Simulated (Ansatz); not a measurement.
**ClH3N2OW: small, medium and large basis sets**

An exercise on one series of results from a longer session: the logs are not shown, and one member is left open.

Computed with Ansatz 0.2.0, Gaussian basis. Level: one geometry, several basis sets.

Levels to be run: PBE0-D4/def2-SVP; ωB97M-V/def2-SVP; PBE0-D4/def2-QZVPP; ωB97M-V/def2-QZVPP; the functionals' def2-TZVPP values are taken from earlier runs.

## The relaxed structure

All runs share one geometry, relaxed beforehand with PBE0-D4 in a triple-zeta def2 set. W takes the def2 core potential; no spin-orbit term is included.

SMILES `[NH]=[W](=[NH])([OH])[Cl]`, 8 atoms, charge 0, spin multiplicity 1.

Atoms are counted from 1 here; the program's logs count them from 0.

Bond lengths: N1–W2 1.745 Å, N1–H6 1.008 Å, W2–N3 1.743 Å, W2–O4 1.893 Å, W2–Cl5 2.290 Å, N3–H7 1.007 Å, O4–H8 0.960 Å. Angles: W2–N1–H6 154.2°, N1–W2–N3 111.3°, N1–W2–O4 108.5°, N1–W2–Cl5 108.0°, N3–W2–O4 107.4°, N3–W2–Cl5 108.4°, O4–W2–Cl5 113.3°, W2–N3–H7 157.7°, W2–O4–H8 120.6°.

The first run:

The input, in.yaml:

```yaml
crystal:
  periodic: [false, false, false]
  atoms:
    - {symbol: N, position_ang: [-0.755409, 1.273855, 0.372460]}
    - {symbol: W, position_ang: [0.235227, 0.000410, -0.291228]}
    - {symbol: N, position_ang: [1.198359, -0.762938, 0.944085]}
    - {symbol: O, position_ang: [-0.902124, -1.324660, -1.021994]}
    - {symbol: Cl, position_ang: [1.647745, 0.934706, -1.833006]}
    - {symbol: H, position_ang: [-1.084333, 1.876318, 1.111173]}
    - {symbol: H, position_ang: [1.578189, -0.923145, 1.863264]}
    - {symbol: H, position_ang: [-1.825457, -1.131746, -1.200553]}
basis:
  gaussian: {orbitals: def2-SVP}
hamiltonian: {xc: pbe0, dispersion: d4}
output: {orbitals: {seedname: orbitals}}
```

The run is started by

```console
> ansatz run in.yaml --threads 4 --pin off --events-out ev --progress --plain --max-ram 10444MiB
```

Steps of the session up to this table: PBE0-D4 in def2-SVP; ωB97M-V in def2-SVP; PBE0-D4 in def2-QZVPP; ωB97M-V in def2-QZVPP.

One table of the session follows, with a row left open; its other results are not shown here.

It belongs to the step «Functionals by basis». 

```
functional       basis  HOMO (eV)
   PBE0-D4    def2-SVP      -7.87
   PBE0-D4  def2-TZVPP      -7.92
   PBE0-D4  def2-QZVPP      -7.96
   ωB97M-V    def2-SVP          ?
   ωB97M-V  def2-TZVPP     -10.14
   ωB97M-V  def2-QZVPP     -10.18
```

Q: Estimate the row for ωB97M-V, def2-SVP from the others.

The run gave: HOMO (eV): -10.06. In the column «HOMO (eV)» it lies between ωB97M-V, def2-TZVPP (-10.14) and PBE0-D4, def2-QZVPP (-7.96).
